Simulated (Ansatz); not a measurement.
I need a rigid torsion scan of CH5NOSi, SMILES N=CO[SiH3]. Use Ansatz 0.2.0 through its Python package. Settings (for the species named): r2SCAN, 6-31G* basis, multiplicity 1.

```tsv
atom	x (Å)	y (Å)	z (Å)
N	-0.4021	1.5035	-0.5574
C	0.6681	1.0394	-0.2075
O	0.8092	-0.2180	0.2042
Si	-0.2819	-1.3429	0.3497
H	-0.3064	2.5184	-0.8658
H	1.6240	1.6111	-0.2067
H	0.2739	-2.6121	0.8606
H	-0.9199	-1.6335	-0.9779
H	-1.3764	-0.9122	1.3836
```

`ch5nosi.py`
```python
# -*- coding: utf-8 -*-
'''Energy of CH5NOSi as one group turns about a bond.'''

import ansatz
from ase import Atoms


def main():
    atoms = Atoms(['N', 'C', 'O', 'Si', 'H', 'H', 'H', 'H', 'H'], positions=[
        (-0.4021, 1.5035, -0.5574),
        (0.6681, 1.0394, -0.2075),
        (0.8092, -0.218, 0.2042),
        (-0.2819, -1.3429, 0.3497),
        (-0.3064, 2.5184, -0.8658),
        (1.624, 1.6111, -0.2067),
        (0.2739, -2.6121, 0.8606),
        (-0.9199, -1.6335, -0.9779),
        (-1.3764, -0.9122, 1.3836),
    ])

    # relax first, so that the scan starts from a minimum
    first = ansatz.Crystal.molecule_from_ase(atoms).calculation()
    first = first.basis(gaussian='6-31G*').functional('r2scan')
    first = first.relax(force_tolerance=0.02, max_steps=80)
    atoms.positions = first.run(threads=1, pin='off').report['positions_ang']

    start = atoms.get_dihedral(3, 2, 1, 0)
    energies = {}
    for turn in range(0, 360, 40):
        turned = atoms.copy()
        turned.set_dihedral(3, 2, 1, 0, start + turn, indices=[0, 1, 4, 5])
        job = (
            ansatz.Crystal.molecule_from_ase(turned).calculation()
            .basis(gaussian='6-31G*')
            .functional('r2scan')
        )
        energies[round((start + turn) % 360)] = job.run(threads=1, pin='off').report['free_energy_ev']
    floor = min(energies.values())
    print('dihedral Si3-O2-C1-N0 (deg)   E - E(min) (kcal/mol)')
    for angle, e in sorted(energies.items()):
        print(f'{angle:8d} {23.060548 * (e - floor):14.3f}  ' + '#' * int(30 * (e - floor) / max(max(energies.values()) - floor, 1e-9)))


if __name__ == '__main__':
    main()
```

```console
$ python ch5nosi.py
dihedral Si3-O2-C1-N0 (deg)   E - E(min) (kcal/mol)
       0          0.000
      40          4.865  ##############
      80          9.515  ###########################
     120         10.260  ##############################
     160          9.286  ###########################
     200          9.286  ###########################
     240         10.260  #############################
     280          9.514  ###########################
     320          4.862  ##############
```

The scan is rigid and the energies are electronic, in a modest basis. With rigid groups the curve can differ much from the relaxed path, the start wasn't checked as a minimum of this torsion, and equivalent turns needn't return to the same energy. Hardware and time: 50 s on 1 thread of Intel(R) Xeon(R) Processor @ 2.30GHz, on a shared host, peak memory 0.28 GiB.
